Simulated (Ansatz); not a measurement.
**FH5O4Si2: one species, many methods**

An exercise on one series of results from a longer session: the logs are not shown, and one member is left open.

Program: Ansatz 0.2.0, Gaussian basis. Level of theory: functionals in def2-TZVPP, the program's frozen cores in correlated methods. These are calculated values, not measurements.

The runs, in order: PBE-D4, r2SCAN-D4, PBE0-D4, B3LYP-D4, ωB97X-V, ωB97M-V, B2PLYP; CCSD(T)/def2-TZVPP; MP2/def2-QZVPP; extrapolation to the limit.

## Structure used throughout

The geometry comes from an earlier relaxation with PBE0-D4 in a triple-zeta def2 set; it is a stationary point, not always the lowest conformer.

SMILES `O[SiH](O)O[SiH](O)F`, 12 atoms, charge 0, spin multiplicity 1.

Atoms are counted from 1 here; the program's logs count them from 0.

Bond lengths: O1–Si2 1.623 Å, O1–H8 0.958 Å, Si2–O3 1.633 Å, Si2–O4 1.643 Å, Si2–H9 1.471 Å, O3–H10 0.960 Å, O4–Si5 1.615 Å, Si5–O6 1.618 Å, Si5–F7 1.603 Å, Si5–H11 1.466 Å, O6–H12 0.958 Å. Angles: Si2–O1–H8 118.2°, O1–Si2–O3 108.7°, O1–Si2–O4 111.9°, O1–Si2–H9 106.3°, O3–Si2–O4 108.9°, O3–Si2–H9 113.7°, O4–Si2–H9 107.4°, Si2–O3–H10 117.7°, Si2–O4–Si5 142.8°, O4–Si5–O6 112.1°, O4–Si5–F7 105.9°, O4–Si5–H11 113.2°, O6–Si5–F7 110.4°, O6–Si5–H11 107.6°, F7–Si5–H11 107.7°, Si5–O6–H12 119.9°.

The first run:

in.yaml

```yaml
crystal:
  periodic: [false, false, false]
  atoms:
    - {symbol: O, position_ang: [-0.116462, -0.452201, -2.685992]}
    - {symbol: Si, position_ang: [-0.359115, -0.855160, -1.132442]}
    - {symbol: O, position_ang: [0.863070, -1.823620, -0.646129]}
    - {symbol: O, position_ang: [-0.411048, 0.466598, -0.158710]}
    - {symbol: Si, position_ang: [0.234507, 1.105878, 1.176971]}
    - {symbol: O, position_ang: [-0.885567, 1.777163, 2.132349]}
    - {symbol: F, position_ang: [0.962121, -0.104981, 1.935554]}
    - {symbol: H, position_ang: [0.781170, -0.280460, -2.974721]}
    - {symbol: H, position_ang: [-1.681404, -1.497121, -1.074880]}
    - {symbol: H, position_ang: [1.099831, -1.811474, 0.284012]}
    - {symbol: H, position_ang: [1.246681, 2.128396, 0.895515]}
    - {symbol: H, position_ang: [-1.733785, 1.346982, 2.248483]}
basis:
  gaussian: {orbitals: def2-TZVPP}
hamiltonian: {xc: pbe, dispersion: d4}
output: {forces: true, orbitals: {seedname: orbitals}}
```

Launch:

```console
ansatz run in.yaml --threads 2 --pin off --events-out ev --progress --plain --max-ram 32768MiB --backend cuda --devices 0, --max-vram 18GiB
```

Steps of the session up to this table: PBE-D4 (GGA); r2SCAN-D4 (meta-GGA); PBE0-D4 (hybrid); B3LYP-D4 (hybrid); ωB97X-V (range-separated); ωB97M-V (range-separated); B2PLYP (double hybrid); CCSD(T) in def2-TZVPP; MP2 in def2-QZVPP.

One of the session's tables, all rows but one given; the rest of the session is left out.

It belongs to the step «Atomisation energies». 

```
            method  atomisation energy (kcal/mol)
            PBE-D4                         1203.3
         r2SCAN-D4                         1197.5
           PBE0-D4                         1175.6
          B3LYP-D4                         1187.1
           ωB97X-V                         1198.5
           ωB97M-V                         1200.4
            B2PLYP                              ?
     HF/def2-TZVPP                          859.5
    MP2/def2-TZVPP                         1207.4
   CCSD/def2-TZVPP                         1149.1
CCSD(T)/def2-TZVPP                         1167.1
           MP2/CBS                         1247.4
       CCSD(T)/CBS                         1207.1
```

**Question.** Estimate the row for B2PLYP.

The run gave: atomisation energy (kcal/mol): 1183.1. In the column «atomisation energy (kcal/mol)» it lies between PBE0-D4 (1175.6) and B3LYP-D4 (1187.1).

To keep in mind: Free atoms (4 O, 2 Si, 1 F, 5 H) were run apart at each level; the atomisation energy is their sum less the molecule, without zero-point or spin-orbit terms.
